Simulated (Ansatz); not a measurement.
# Nb₂SnC, space group P6_3/mmc: a single point from a YAML input

Computed with the Python package of Ansatz (0.2.0).

The script reads `input.yaml`:
```yaml
crystal:
  lattice:
    - [3.283207, 0.0, 0.0]
    - [-1.641604, 2.843341, 0.0]
    - [0.0, 0.0, 13.768612]
  atoms:
    - { symbol: Nb, position: [0.333333, 0.666667, 0.083316] }
    - { symbol: Nb, position: [0.333333, 0.666667, 0.416684] }
    - { symbol: Nb, position: [0.666667, 0.333333, 0.583316] }
    - { symbol: Nb, position: [0.666667, 0.333333, 0.916684] }
    - { symbol: Sn, position: [0.333333, 0.666667, 0.75] }
    - { symbol: Sn, position: [0.666667, 0.333333, 0.25] }
    - { symbol: C, position: [0.0, 0.0, 0.0] }
    - { symbol: C, position: [0.0, 0.0, 0.5] }
kpoints:
  mp_grid: { kspacing: 0.3 }
hamiltonian:
  xc: r2scan
scf:
  occupations: { method: fermi_dirac, width: 0.15 }
output:
  forces: true
```

`run_yaml_run.py`
```python
'''Run a YAML input for Nb2SnC from Python.'''

import ansatz as az
import pandas as pd

done = az.Session.from_deck('input.yaml').plan(threads=1).execute()
r = done.report

print(f'free energy      {r["free_energy_ev"]:.5f} eV')
print(f'per atom         {r["free_energy_ev"] / len(done.lattice.sites):.5f} eV')
print(f'SCF iterations   {r["n_iterations"]}  (converged: {r["converged"]})')

# forces in eV per angstrom
table = pd.DataFrame(r['forces_ev_ang'], columns=['fx', 'fy', 'fz'])
table.insert(0, 'atom', [site['symbol'] for site in r['lattice']['sites']])
print(table.round(4).to_string())
```

```console
$ python run_yaml_run.py
DeckWarning: the atoms were moved onto the symmetric positions of the space group found under crystal.symmetry.tolerance 1.0e-5 (fractional; no operation is sought that the atoms, as they stand in a [...]
DeckWarning: basis.ecutwfc = 500 eV, auto-derived from the records' recommended cutoffs: set by Nb (their level for a meta-GGA)
free energy      -30839.14877 eV
per atom         -3854.89360 eV
SCF iterations   8  (converged: True)
  atom   fx   fy      fz
0   Nb -0.0  0.0 -0.2095
1   Nb -0.0  0.0  0.2095
2   Nb  0.0 -0.0 -0.2095
3   Nb  0.0 -0.0  0.2095
4   Sn -0.0  0.0  0.0000
5   Sn  0.0 -0.0  0.0000
6    C  0.0  0.0  0.0000
7    C -0.0  0.0  0.0000
```
(Warnings from the package without file and line, shortened, repeats left out.)

Reading the output:
- Total energies depend on the potentials; only differences at equal settings carry meaning.
- The run is spin-unpolarised.
- The mesh is modest for a metal, so energies can be off by several to tens of meV an atom and pressures by half a GPa or more; differences at equal mesh fare better.
- The smearing is wide enough that free energy and stress hold a thermal part of the electrons.
- This cell is a computed structure, which may not be the phase found in nature.
- Hardware and time: 14 s on 1 thread of Arm Neoverse V2, on a shared host, peak memory 0.81 GiB.

(Lines on the test bed's own set-up are left out of the output.)
